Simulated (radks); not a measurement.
**Sc²⁺ in [Ar] 3d1: an all-electron calculation**

One table from this session's results is given with a row withheld; the runs are named, their logs left out.

Method: non-relativistic Kohn-Sham, TPSS, spin-polarised, spherical densities, point nucleus; open shells are filled with parallel spins first. Code: radks (a radial shooting solver on a logarithmic mesh, Libxc functionals) version 1.

## Starting point

```
element       : scandium (Z = 21)
charge        : +2
electrons     : 19
configuration : [Ar] 3d1
```

Outer shells as boxes (Hund's rule):

Sc²⁺
```
[Ar] core
3d [↑ ][  ][  ][  ][  ]
```

Set-up of the first run:

The run's settings:

```text
Z 21
configuration [Ar] 3d1 4s0 4p0
relativity non-relativistic
functional tpss,tpss
spin polarised
nucleus point
```

The run is started by

```sh
> python run_ks.py task.json out
```

The same process makes all the runs of this session.

Among the steps run: Self-consistent calculation.

One of the session's tables, all rows but one given; the rest of the session is left out.

It belongs to the step «Shells». Sizes of the orbitals, from the radial functions (bohr):

```
  level      <r>  outermost maximum (interpolated)  90 % within  nodes
1s down  0.07354                            0.0484        0.131      0
  1s up  0.07354                            0.0484        0.131      0
  2s up   0.3455                             0.285        0.537      1
2s down        ?                                 ?            ?      ?
  2p up   0.3086                             0.233        0.508      0
2p down   0.3084                             0.233        0.507      0
  3s up    1.080                             0.931         1.62      2
3s down    1.080                             0.929         1.61      2
  3p up    1.164                             0.967         1.79      1
3p down    1.165                             0.965         1.79      1
  3d up    1.554                              1.06         2.64      0
3d down    1.570                              1.07         2.67      0
  4s up    3.126                              2.78         4.55      3
  4p up    3.667                              3.27         5.35      2
```

Q: Estimate the row for 2s down from the others.

**Answer.** <r>: 0.3454; outermost maximum (interpolated): 0.285; 90 % within: 0.537; nodes: 1. In the column «<r>» it lies between 2p up (0.3086) and 2s up (0.3455).

Caveats from the session: Open shells are spherical and high-spin; term and fine-structure splittings are not resolved.
